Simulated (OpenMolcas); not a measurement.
# FNO-MP2/def2-SVP (Cholesky decomposition, core potential, virtual fraction 0.4) run of SnSiH6 (SMILES [SiH3][SnH3])

What is the energy difference between two shapes of SnSiH6 at FNO-MP2/def2-SVP (Cholesky decomposition, core potential, virtual fraction 0.4)? 

The results are computed with OpenMolcas 26.06.

8 further runs of the same task are left out: 1 that didn't finish, 7 set aside as unsound or not needed.

## 1. Starting point

SnSiH6 has 8 atoms, charge 0, and is taken as a singlet. SMILES: `[SiH3][SnH3]`. The coordinates come from a PBE0-D4/def2-TZVP relaxation.

Bond lengths: Si1–Sn2 2.560 Å, Si1–H3 1.487 Å, Si1–H4 1.487 Å, Si1–H5 1.487 Å, Sn2–H6 1.708 Å, Sn2–H7 1.708 Å, Sn2–H8 1.708 Å. Some angles: Si1–Sn2–H6 110.7°, Si1–Sn2–H7 110.8°, Si1–Sn2–H8 110.8°, Sn2–Si1–H3 110.2°, Sn2–Si1–H4 110.2°, Sn2–Si1–H5 110.2°, H6–Sn2–H7 108.2°, H6–Sn2–H8 108.2°, H7–Sn2–H8 108.2°, H3–Si1–H4 108.8°.

## 2. A single-point energy at FNO-MP2/def2-SVP (Cholesky decomposition, core potential, virtual fraction 0.4)

input.xyz reads:

```xyz
8

Si    -0.621900     0.121300    -1.152100
Sn     0.611700    -0.129400     1.077500
H     -2.070400     0.355200    -0.912500
H     -0.465000    -1.112000    -1.967300
H     -0.071600     1.272400    -1.915300
H      0.450400     1.285900     2.019300
H      2.276200    -0.410700     0.820500
H     -0.017200    -1.439600     1.974000
```

mol.input reads:

```
>>> EXPORT MOLCAS_PRINT=2

&GATEWAY
 Coord = input.xyz
 Basis = def2-SVP
 Group = NoSym

&SEWARD
 High

&SCF
 PrOrbitals = 1 1

&MBPT2
 FNOMP2 = 0.4
 DoMP2
 Frozen = 9
```

Command:

```bash
export MOLCAS_MEM=1860
pymolcas mol.input > mol.log
```

What it wrote:

```text
--- Start Module: gateway ---
[...]
--- Stop Module: gateway /rc=_RC_ALL_IS_WELL_ ---
[...]
      Basis functions           74
[...]
--- Start Module: scf ---
[...]
       Convergence after  10 Iterations
[...]
::    Total SCF energy                               -505.6487291219
[...]
      Total spin, S                                     0.0000000000
[...]
      Total electronic charge=   42.000000
      Total            charge=   -0.000000
[...]
      Dipole Moment (debye):
      Origin of the operator (angstrom)=    0.3641   -0.0791    0.6301
                   X= -1.0632E-01               Y=  1.9560E-02               Z= -1.9394E-01           Total=  2.2204E-01
      Quadrupole Moment (debye*angstrom):
[...]
--- Stop Module: scf /rc=_RC_ALL_IS_WELL_ ---
[...]
--- Start Module: mbpt2 ---
[...]
WARNING!
Default frozen orbitals as non valence orbitals is overwritten by user input.
Default values:   2
[...]
       Reference weight ( Cref**2 )         =        0.92596
::    Total MBPT2 energy                             -505.8241673780
[...]
--- Stop Module: mbpt2 /rc=_RC_ALL_IS_WELL_ ---
[...]
```

It took 4.8 s on 1 thread of Arm Neoverse V2, shared host; peak memory 0.097 GiB.

## 3. The distorted shape at the same level

input.xyz reads:

```xyz
8

Si    -0.643861     0.133802    -1.164939
Sn     0.629296    -0.117518     1.075732
H     -2.060808     0.334424    -0.932532
H     -0.469935    -1.113153    -1.928792
H     -0.072746     1.269658    -1.882124
H      0.423318     1.291832     2.044449
H      2.278175    -0.408691     0.814993
H     -0.010524    -1.446933     1.957257
```

mol.inp reads:

```
&GATEWAY
 Coord
 input.xyz
 Basis
 def2-SVP
 Group
 NoSym

&SEWARD
 High

&SCF
 PrOrbitals
 1 1

&MBPT2
 FNOMP2
 0.4
 DoMP2
 Frozen
 9
```

Command:

```bash
export MOLCAS_MEM=1860
pymolcas mol.inp > mol.log
```

What it wrote:

```text
--- Start Module: gateway ---
[...]
--- Stop Module: gateway /rc=_RC_ALL_IS_WELL_ ---
[...]
      Basis functions           74
[...]
--- Start Module: scf ---
[...]
       Convergence after  10 Iterations
[...]
::    Total SCF energy                               -505.6478757250
[...]
      Total spin, S                                     0.0000000000
[...]
      Total electronic charge=   42.000000
      Total            charge=   -0.000000
[...]
      Dipole Moment (debye):
      Origin of the operator (angstrom)=    0.3737   -0.0677    0.6267
                   X= -1.0258E-01               Y=  1.2925E-01               Z= -4.0662E-01           Total=  4.3883E-01
      Quadrupole Moment (debye*angstrom):
[...]
--- Stop Module: scf /rc=_RC_ALL_IS_WELL_ ---
[...]
--- Start Module: mbpt2 ---
[...]
WARNING!
Default frozen orbitals as non valence orbitals is overwritten by user input.
Default values:   2
[...]
       Reference weight ( Cref**2 )         =        0.92651
::    Total MBPT2 energy                             -505.8227800927
[...]
--- Stop Module: mbpt2 /rc=_RC_ALL_IS_WELL_ ---
[...]
```

Run time: 4.8 s. Hardware: 1 thread of Arm Neoverse V2, shared host; peak memory 0.097 GiB.

## 4. What came out

At FNO-MP2/def2-SVP (Cholesky decomposition, core potential, virtual fraction 0.4), 9 core orbitals frozen:

| quantity | value |
| --- | --- |
| first shape: total energy | -505.82417 Eh |
| first shape: dipole moment (mean-field density) | 0.22 D |
| first shape: HOMO energy (Hartree–Fock orbitals) | -10.44 eV |
| first shape: LUMO energy (Hartree–Fock orbitals) | 3.33 eV |
| first shape: HOMO–LUMO gap (Hartree–Fock orbitals) | 13.77 eV |
| first shape: correlation energy (9 core orbitals frozen) | -175.4 mEh |
| distorted shape: total energy | -505.82278 Eh |
| distorted shape: dipole moment (mean-field density) | 0.44 D |
| distorted shape: HOMO energy (Hartree–Fock orbitals) | -10.26 eV |
| distorted shape: LUMO energy (Hartree–Fock orbitals) | 3.37 eV |
| distorted shape: HOMO–LUMO gap (Hartree–Fock orbitals) | 13.63 eV |
| distorted shape: correlation energy (9 core orbitals frozen) | -174.9 mEh |
| energy change with the atoms displaced | 0.038 eV |

With the atoms displaced the energy rises by 0.04 eV (0.9 kcal/mol). The first shape isn't relaxed at this level, so the change isn't measured from a minimum. Mulliken charges (first shape) of the mean-field density run from -0.15 on H6 to +0.48 on Sn2; they depend strongly on the basis. Mulliken charges (distorted shape) of the mean-field density run from -0.15 on H8 to +0.48 on Sn2; they depend strongly on the basis.
